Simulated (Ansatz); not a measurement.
# CH7BClNSi: up Jacob's ladder to CCSD(T)

One table from this session's results is given with a row withheld; the runs are named, their logs left out.

Computed with Ansatz 0.2.0, Gaussian basis. Level: functionals in def2-TZVPP, the program's frozen cores in correlated methods.

The runs, in order: PBE-D4, r2SCAN-D4, PBE0-D4, B3LYP-D4, ωB97X-V, ωB97M-V, B2PLYP; CCSD(T)/def2-TZVPP; MP2/def2-QZVPP; extrapolation to the limit.

### The geometry

All runs share one geometry, relaxed beforehand with PBE0-D4 in a triple-zeta def2 set.

SMILES `[SiH3]NCBCl`, 12 atoms, charge 0, spin multiplicity 1.

Atoms are counted from 1 here; the program's logs count them from 0.

Bond lengths: Si1–N2 1.722 Å, Si1–H6 1.487 Å, Si1–H7 1.485 Å, Si1–H8 1.496 Å, N2–C3 1.453 Å, N2–H9 1.009 Å, C3–B4 1.559 Å, C3–H10 1.105 Å, C3–H11 1.101 Å, B4–Cl5 1.748 Å, B4–H12 1.191 Å. Angles: N2–Si1–H6 107.7°, N2–Si1–H7 108.1°, N2–Si1–H8 114.8°, H6–Si1–H7 111.3°, H6–Si1–H8 106.9°, H7–Si1–H8 108.1°, Si1–N2–C3 121.5°, Si1–N2–H9 116.1°, C3–N2–H9 113.1°, N2–C3–B4 115.1°, N2–C3–H10 109.2°, N2–C3–H11 114.2°, B4–C3–H10 101.4°, B4–C3–H11 111.3°, H10–C3–H11 104.2°, C3–B4–Cl5 119.0°, C3–B4–H12 123.7°, Cl5–B4–H12 117.2°.

The first run:

in.yaml

```yaml
crystal:
  periodic: [false, false, false]
  atoms:
    - {symbol: Si, position_ang: [-1.736458, 0.078798, -0.242645]}
    - {symbol: N, position_ang: [-0.368779, -0.920888, 0.067440]}
    - {symbol: C, position_ang: [0.887030, -0.364341, 0.541265]}
    - {symbol: B, position_ang: [1.582479, 0.627508, -0.440692]}
    - {symbol: Cl, position_ang: [2.869767, 1.648843, 0.156622]}
    - {symbol: H, position_ang: [-1.287655, 1.201523, -1.108304]}
    - {symbol: H, position_ang: [-2.767220, -0.746455, -0.921966]}
    - {symbol: H, position_ang: [-2.356157, 0.689953, 0.973499]}
    - {symbol: H, position_ang: [-0.563483, -1.836156, 0.443646]}
    - {symbol: H, position_ang: [1.639725, -1.169946, 0.607891]}
    - {symbol: H, position_ang: [0.842278, 0.047712, 1.561600]}
    - {symbol: H, position_ang: [1.335572, 0.688348, -1.604257]}
basis:
  gaussian: {orbitals: def2-TZVPP}
hamiltonian: {xc: pbe, dispersion: d4}
output: {forces: true, orbitals: {seedname: orbitals}}
```

Command:

```bash
> ansatz run in.yaml --threads 4 --pin off --events-out ev --progress --plain --max-ram 10444MiB
```

Among the steps run: PBE-D4 (GGA); r2SCAN-D4 (meta-GGA); PBE0-D4 (hybrid); B3LYP-D4 (hybrid); ωB97X-V (range-separated); ωB97M-V (range-separated); B2PLYP (double hybrid); CCSD(T) in def2-TZVPP; MP2 in def2-QZVPP.

One table of the session follows, with a row left open; its other results are not shown here.

It belongs to the step «Atomisation energies». 

| method | atomisation energy (kJ/mol) |
| --- | --- |
| PBE-D4 | 4192.9 |
| r2SCAN-D4 | 4147.8 |
| PBE0-D4 | ? |
| B3LYP-D4 | 4150.7 |
| ωB97X-V | 4166.3 |
| ωB97M-V | 4165.1 |
| B2PLYP | 4097.5 |
| HF/def2-TZVPP | 3075.4 |
| MP2/def2-TZVPP | 4071.4 |
| CCSD/def2-TZVPP | 3971.8 |
| CCSD(T)/def2-TZVPP | 4024.7 |
| MP2/CBS | 4179.3 |
| CCSD(T)/CBS | 4132.6 |

Q: Estimate the row for PBE0-D4 from the others.

As computed: atomisation energy (kJ/mol): 4145.7. In the column «atomisation energy (kJ/mol)» it lies between CCSD(T)/CBS (4132.6) and r2SCAN-D4 (4147.8).
